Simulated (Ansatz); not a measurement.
# HfGe (Pm-3m) in Ansatz: band structure with HSE06

Aim: the band structure of HfGe with HSE06.

Everything below comes from runs of Ansatz 0.2.0. Logs are shortened: lines on timing, memory, paths and dates and some standing lists are left out, and cuts for length are marked.

## 1. Starting point

The structure is cubic, space group Pm-3m (No. 221). Conventional cell: a = 3.501 Å, b = 3.501 Å, c = 3.501 Å, α = 90.00°, β = 90.00°, γ = 90.00°. Around Hf (site symmetry m-3m) lie 8 Ge at 3.03 Å. Around Ge (site symmetry m-3m) lie 8 Hf at 3.03 Å.

The cell was built by a generator and needn't be a form met in nature.

## 2. Band structure, HSE06

input.yaml reads:

```yaml
crystal:
  lattice:
    - [3.50083787, 0.0, 0.0]
    - [0.0, 3.50083787, 0.0]
    - [0.0, 0.0, 3.50083787]
  atoms:
    - { symbol: Hf, position: [0.0, 0.0, 0.0] }
    - { symbol: Ge, position: [0.5, 0.5, 0.5] }
hamiltonian:
  xc: hse06
  pseudopotentials: { kind: paw }
kpoints:
  mp_grid: { grid: [4, 4, 4] }
  band_path:
    path:
      - [[0.0, 0.0, 0.0], [0.0, 0.5, 0.0], [0.5, 0.5, 0.0], [0.0, 0.0, 0.0], [0.5, 0.5, 0.5], [0.0, 0.5, 0.0]]
      - [[0.5, 0.5, 0.0], [0.5, 0.5, 0.5]]
    npoints: 4
scf:
  occupations: { method: fermi_dirac, width: 0.05 }
  n_extra_bands: 6
output:
  forces: true
  stress: true
  eigenvalues: true
  fatbands: false
  write_density: true
  write_potential: true
  elf: true
  volumetric_format: npy
```

Potentials or basis: Ansatz PAW.

Command:

```sh
$ ansatz run input.yaml --threads 2 --pin off --max-ram 5632MiB --backend cpu --events-out ev --progress --plain --runs-dir out
```

Output:

```text
Warning: output.stress: scf.convergence.dr2_threshold = 1e-7 eV (the SCF's general default) is looser than the 2e-10 eV advised for a printed stress (1e-10 eV for each atom of the cell: 2). What an SCF threshold leaves in a stress goes as its square root, and in the free energy as the threshold itself, and one threshold admits the most on a small cell: of the crystals measured, under no hybrid functional and no lock of the moments, on runs that ended without the residual-converged pass, on stresses that held no estimate of that error, the worst erred by over 100 MPa in a component at 1e-7 eV an atom and by under 5 at 1e-10. Set scf.convergence.dr2_threshold to 2e-10 eV or tighter. The threshold is an SCF's pass mark: one that does not reach it within its budget of iterations ends unconverged, or closes short of it on a stop that the run arms, and scf.convergence.dr2_threshold's page says what that costs each kind of run
Warning: output.stress: scf.exx.energy_threshold = 1e-6 eV is looser than the 2e-8 eV advised for a stress under a hybrid functional (1e-8 eV for each atom of the cell: 2). Every SCF of the exchange loop can meet its threshold on dr2 while the loop round them stops early: no threshold on dr2 bounds what that leaves in the stress. Set scf.exx.energy_threshold to 2e-8 eV or tighter. The threshold is the loop's pass mark: a loop that does not reach it within its budget of cycles ends unconverged, and scf.exx.energy_threshold's page has the law
Warning: RAYON_NUM_THREADS=2 ignored (pool sized by the plan → 2); use --threads N
scf.n_extra_bands = 6 over 20 filled bands (N_el = 40.0): the run solves 26 bands
Engine: ansatz 0.2.0, x86_64-unknown-linux-gnu
Pseudopotentials: kind: paw
Pseudopotential: Hf, paw, valence charge 26, recommended cutoff 420 eV (normal), Hf.paw.azcp
Pseudopotential: Ge, paw, valence charge 14, recommended cutoff 420 eV (normal), Ge.paw.azcp
Functional definition: HSE06
  parameter a = 0.25
  parameter omega = 0.11/bohr
  exchange = pbe_x - a*pbe_x_sr(omega) + a*exact_x_sr(omega)
  correlation = pbe_c
Crystal: 2 atoms, lattice volume = 42.906 Å³
Basis set: ecut = 420 eV, 847 PW (Γ), exchange–correlation on 48×48×48 points (8 copies of the dense FFT grid, shifted against one another)
Bands: 26, of which v1, the nominal top of the filled ones, is band 20 counted from 1 (19 counted from 0)
Symmetry: 48 space group operations
Space group: Pm-3m (ITA 221), of the structure as read, at distance tolerance 3.5e-5 Å
k-points: 10 of 64
Non-local potential: Hf, projectors of the file, l = 0: 3, l = 1: 2, l = 2: 2, l = 3: 3
Non-local potential: Ge, projectors of the file, l = 0: 2, l = 1: 2, l = 2: 3, l = 3: 1
PAW form: soft (Blöchl's): semilocal exchange-correlation on the pseudo side does not see the compensation charge
PAW frozen core: Hf, regenerated for the run's functional, and the local potential with it (the file was generated under x = pbe(κ = 0.804, μ = 0.2195149727645171), c = pbe(β = 0.06672455060314922))
PAW frozen core: Ge, regenerated for the run's functional, and the local potential with it (the file was generated under x = pbe(κ = 0.804, μ = 0.2195149727645171), c = pbe(β = 0.06672455060314922))
PAW one-centre angular grid: Hf, 590 points (default); XC on 64 Gauss nodes
PAW one-centre angular grid: Ge, 590 points (default); XC on 64 Gauss nodes
Initial density: superposition of atomic densities (neutral atoms: chi_scale 0, normalization atom), corrected by the library's trained network
Initial wavefunctions: pseudopotential atomic-orbital guess
Functional: x = pbe(κ = 0.804, μ = 0.2195149727645171), c = pbe(β = 0.06672455060314922), warm-up for x = pbe(κ = 0.804, μ = 0.2195149727645171) + 0.25 (exact − pbe) at short range (hse, ω = 0.20786987370883472 Å⁻¹), c = pbe(β = 0.06672455060314922); HSE06 as pw.x's `hse` composes it (authors' and Libxc's form: `xc: wpbeh`)
SCF iter   1: F=—  HF=-20016.641959 eV  |F-HF|=—  |Δ(HF+E_count)|=         —  Δρ=8.73e-3  dr2=1.61e-2  ethr=1.77e-3  ⟨swp⟩=5.9  Hψ=958  notcnv=0
preconditioner: auto → none  [insulator: Δε(μ)=0.160 eV  Ē_g=20.307 eV  σ=0.050 eV  W_gap=0.62  n_scr=18 (ndim 8)  ℏωp=34.9 eV  f_vac=0.000  D(μ)=2.49/eV (n_scr^D=26)]
SCF iter   2: F=—  HF=-20016.643399 eV  |F-HF|=—  |Δ(HF+E_count)|=   1.44e-3  Δρ=4.50e-3  dr2=4.28e-3  ethr=4.01e-5  ⟨swp⟩=3.5  Hψ=512  notcnv=0
iter 3 solved again at ethr=2.98e-7 eV; its pass at ethr=1.07e-5 eV (dr2=1.19e-4 eV) is discarded
SCF iter   3: F=—  HF=-20016.644306 eV  |F-HF|=—  |Δ(HF+E_count)|=   9.06e-4  Δρ=6.85e-4  dr2=1.37e-4  ethr=2.98e-7  ⟨swp⟩=3.8  Hψ=1144  notcnv=0
SCF iter   4: F=—  HF=-20016.644030 eV  |F-HF|=—  |Δ(HF+E_count)|=   2.75e-4  Δρ=9.57e-5  dr2=1.29e-6  ethr=2.98e-7  ⟨swp⟩=4.0  Hψ=742  notcnv=0
SCF iter   5: F=—  HF=-20016.644030 eV  |F-HF|=—  |Δ(HF+E_count)|=   3.50e-7  Δρ=4.19e-5  dr2=4.05e-7  ethr=3.23e-9  ⟨swp⟩=4.0  Hψ=774  notcnv=0
SCF iter   6: F=—  HF=-20016.644030 eV  |F-HF|=—  |Δ(HF+E_count)|=   2.69e-7  Δρ=1.30e-5  dr2=2.74e-8  ethr=1.01e-9  ⟨swp⟩=3.2  Hψ=633  notcnv=0
SCF iter   7: F=—  HF=-20016.644030 eV  |F-HF|=—  |Δ(HF+E_count)|=   1.27e-8  Δρ=2.35e-6  dr2=8.28e-10  ethr=6.85e-11  ⟨swp⟩=3.0  Hψ=497  notcnv=0
SCF iter   8: F=-20016.644030 eV  HF=-20016.644030 eV  |F-HF|=1.02e-10  |Δ(HF+E_count)|=  7.13e-10  Δρ=5.22e-7  dr2=6.73e-11  ethr=2.07e-12  ⟨swp⟩=3.7  Hψ=671  notcnv=0
SCF 1 converged in 8 iterations: F = -20016.644030 eV  dr2 = 6.73e-11
Initial density: handed on by an earlier stage of this run
Initial wavefunctions: those handed on with the density
[... 14 lines left out ...]
Frozen-core exchange: fock
SCF iter   1: F=—  HF=-20017.669629 eV  |F-HF|=—  |Δ(HF+E_count)|=         —  Δρ=1.25e-4  dr2=3.16e-6  ethr=7.80e-6  ⟨swp⟩=3.0  Hψ=544  notcnv=0
preconditioner: auto → none  [insulator: Δε(μ)=0.420 eV  Ē_g=23.547 eV  σ=0.050 eV  W_gap=0.83  n_scr=18 (ndim 8)  ℏωp=34.9 eV  f_vac=0.000  D(μ)=1.07/eV (n_scr^D=6)]
SCF iter   2: F=—  HF=-20017.669632 eV  |F-HF|=—  |Δ(HF+E_count)|=   2.68e-6  Δρ=5.72e-5  dr2=3.26e-7  ethr=7.39e-9  ⟨swp⟩=4.0  Hψ=787  notcnv=0
SCF iter   3: F=—  HF=-20017.669632 eV  |F-HF|=—  |Δ(HF+E_count)|=   1.45e-7  Δρ=2.58e-5  dr2=8.96e-8  ethr=7.85e-10  ⟨swp⟩=3.1  Hψ=523  notcnv=0
SCF iter   4: F=—  HF=-20017.669632 eV  |F-HF|=—  |Δ(HF+E_count)|=   2.92e-9  Δρ=6.05e-6  dr2=2.40e-8  ethr=2.21e-10  ⟨swp⟩=3.1  Hψ=609  notcnv=0
SCF iter   5: F=-20017.669632 eV  HF=-20017.669632 eV  |F-HF|=7.71e-10  |Δ(HF+E_count)|=   1.75e-8  Δρ=1.32e-6  dr2=9.45e-10  ethr=5.81e-11  ⟨swp⟩=3.1  Hψ=627  notcnv=0
SCF 3 converged in 5 iterations: F = -20017.669632 eV  dr2 = 9.45e-10
  Residual-converged pass: ⟨swp⟩=3.0  Hψ=497  notcnv=0  max |occ|·‖R‖ = 2.3e-6 eV (tolerance 2.4e-6 eV)  dr2=9.24e-10  dr2_onsite=2.56e-10  max |Δocc| = 3.1e-12
hybrid outer 2: dexx = +1.589e-6 eV, tail = 2.34e-7 eV, Δε = 6.19e-3 eV (about 3.46e-4 eV left of the loop's levels)
Exchange kernel: α = 0.2500, screened, ω = 0.2079 Å⁻¹, Wigner–Seitz truncation, v(0) = 1017.1800 eV·Å³, q-mesh 4×4×4, nearest image of the exchange supercell L = 14.00 Å, pair-density grid 18×18×18, without the augmentation charges, whose exchange is taken in its separable form by FFT convolution over the k-point mesh (sized by the pseudopotential files, 24×24×24 at the most), smooth part of the exact exchange by density-matrix convolution
Frozen-core exchange: fock
SCF iter   1: F=—  HF=-20017.669632 eV  |F-HF|=—  |Δ(HF+E_count)|=         —  Δρ=5.14e-6  dr2=2.99e-9  ethr=2.93e-9  ⟨swp⟩=3.1  Hψ=551  notcnv=0
preconditioner: auto → none  [insulator: Δε(μ)=0.419 eV  Ē_g=23.547 eV  σ=0.050 eV  W_gap=0.83  n_scr=18 (ndim 8)  ℏωp=34.9 eV  f_vac=0.000  D(μ)=1.07/eV (n_scr^D=6)]
SCF iter   2: F=-20017.669632 eV  HF=-20017.669632 eV  |F-HF|=4.80e-10  |Δ(HF+E_count)|=   1.75e-9  Δρ=2.70e-6  dr2=7.14e-10  ethr=7.09e-12  ⟨swp⟩=4.2  Hψ=752  notcnv=0
SCF 4 converged in 2 iterations: F = -20017.669632 eV  dr2 = 7.14e-10
  Residual-converged pass: ⟨swp⟩=2.0  Hψ=398  notcnv=0  max |occ|·‖R‖ = 2.3e-6 eV (tolerance 2.4e-6 eV)  dr2=7.12e-10  dr2_onsite=3.23e-10  max |Δocc| = 2.3e-13
hybrid outer 3: dexx = +1.899e-9 eV, tail = 2.34e-9 eV, Δε = 2.22e-4 eV (about 4.88e-5 eV left of the loop's levels), ΔF = 8.28e-30 eV/Å (tail inf)
NSCF: frozen V_eff on 26 k-points
hybrid SCF converged: 3 outer / 12 inner (+8 warm-up), last move |dexx| = 1.90e-9 eV, tail = 2.34e-9 eV
Stability not checked: this state was not tested for a lower state beside it, because the functional holds exact exchange (a hybrid, or Hartree-Fock), whose exchange loop this test does not read (fock_operator; see scf.lower_state_search)
Free energy (F): -20017.669632 eV
Frozen-core exchange: fock
Harris-Foulkes:  -20017.669632 eV  (|F-HF|=4.80e-10)
Internal energy: -20017.660733 eV  (E = F + TS)
E sigma→0 (E₀):  -20017.665183 eV
Entropy (-TS):   -0.008898 eV (-4.449 meV/atom)
Fermi energy:    15.313698 eV
--- Per-component energies (eV) ---
  E_band       = -263.174340
  E_kinetic    = 523.576188
  E_local      = -7570.314369  (includes V_loc(G=0)·N_el)
  E_nonlocal   = -842.828914
  E_hartree    = 3464.038982
  E_xc         = -295.482130
  E_vxc        = -259.113756  (∫ρ·V_xc dr)
  E_exx        = -168.493286  (= α·E_x^exact, valence–valence)
  E_paw        = -8839.999952  (= ΣΔE_a)
  E_vpaw       = 1294.413975  (= ΣTr[D̂ρ^β])
  E_aug_tail   = 0.000301  (compensation charges beyond the density's cutoff)
  E_ewald      = -6288.944202
  E_core_change = 0.786648  (= ΣΔE_core)
  E_smearing   = -0.008898  (= −TS)
  E_closure    = -0.000000  (closes the sum)
  Σ components = -20017.669632   (vs F -20017.669632, Δ=0.00e0)
--- Forces (eV/Å), atoms counted from 1 ---
  atom   1  Hf    -0.00000000     0.00000000     0.00000000
  atom   2  Ge    -0.00000000     0.00000000     0.00000000
  max |Σ_I F_I| component: 4.60e-30 eV/Å
--- Stress (GPa, compression-positive) ---
      -11.753110       0.000000       0.000000
        0.000000     -11.753110      -0.000000
        0.000000       0.000000     -11.753110
  P = ⅓ Tr σ = -11.7531 GPa (-117.531 kbar)
--- Band table (eV; the first three rows and the last of 10) ---
  k-point 0: bands = ["-51.0526", "-18.1803", "-18.1803", "-18.1803", "-12.3964", "-12.3964", "-12.3824", "-12.3824", "-12.3824", "-1.0610", "-1.0498", "-1.0498", "-1.0498", "-1.0269", "-1.0269", "-1.0269", "2.9735", "13.6458", "13.6458", "16.9222", "16.9222", "16.9222", "18.9295", "18.9295", "18.9295", "19.4092"]
  k-point 1: bands = ["-51.0491", "-18.2877", "-18.1712", "-18.1712", "-12.3956", "-12.3849", "-12.3836", "-12.3836", "-12.3820", "-1.0622", "-1.0519", "-1.0468", "-1.0468", "-1.0368", "-1.0236", "-1.0236", "3.8677", "11.3205", "14.0464", "15.6533", "15.6533", "17.0030", "19.0854", "20.7414", "20.7414", "22.1480"]
  k-point 2: bands = ["-51.0456", "-18.3907", "-18.1614", "-18.1614", "-12.3948", "-12.3846", "-12.3846", "-12.3815", "-12.3736", "-1.0634", "-1.0541", "-1.0461", "-1.0443", "-1.0443", "-1.0197", "-1.0197", "5.4845", "8.3977", "14.5456", "14.8812", "14.8812", "19.2509", "20.0453", "21.9061", "22.0670", "23.3836"]
  k-point 9: bands = ["-51.0318", "-18.3347", "-18.3347", "-18.3347", "-12.3886", "-12.3886", "-12.3886", "-12.3623", "-12.3623", "-1.0794", "-1.0386", "-1.0386", "-1.0386", "-1.0351", "-1.0351", "-1.0351", "8.4710", "10.8232", "10.8232", "10.8232", "18.4629", "18.4629", "18.4629", "20.5153", "20.5153", "22.1729"]
```

It took 1.8 min on 2 threads of Intel Xeon Platinum 8259CL at 2.50GHz (Skylake/Cascade Lake), shared host; peak memory 0.86 GiB.

What came out:

```
Free energy            : -20017.6696 eV
Pressure               : -11.8 GPa
Band gap on the k mesh : none (metal or under the smearing width)
```

Levels at the corners of the path, in eV from the Fermi level:
```
point  band 18  band 19  band 20  band 21  band 22  band 23
    Γ    -1.67    -1.67     1.61     1.61     1.61     3.62
    X    -6.92    -0.77    -0.43    -0.43     3.94     4.73
    M    -3.58    -3.58    -2.20     1.82     1.82     3.71
    Γ    -1.67    -1.67     1.61     1.61     1.61     3.62
    R    -4.49    -4.49    -4.49     3.15     3.15     3.15
    X    -6.92    -0.77    -0.43    -0.43     3.94     4.73
    M    -3.58    -3.58    -2.20     1.82     1.82     3.71
    R    -4.49    -4.49    -4.49     3.15     3.15     3.15
```

Caveat: the k mesh is coarse (spacing up to 0.45 Å⁻¹), so the values aren't converged, least of all with exact exchange; spin-orbit coupling is left out, which moves the levels of the heavy elements; the PAW data sets come from PBE, with cores solved anew for the run's functional, which leaves a small shift of forces and pressure; the thresholds are loose for stress.
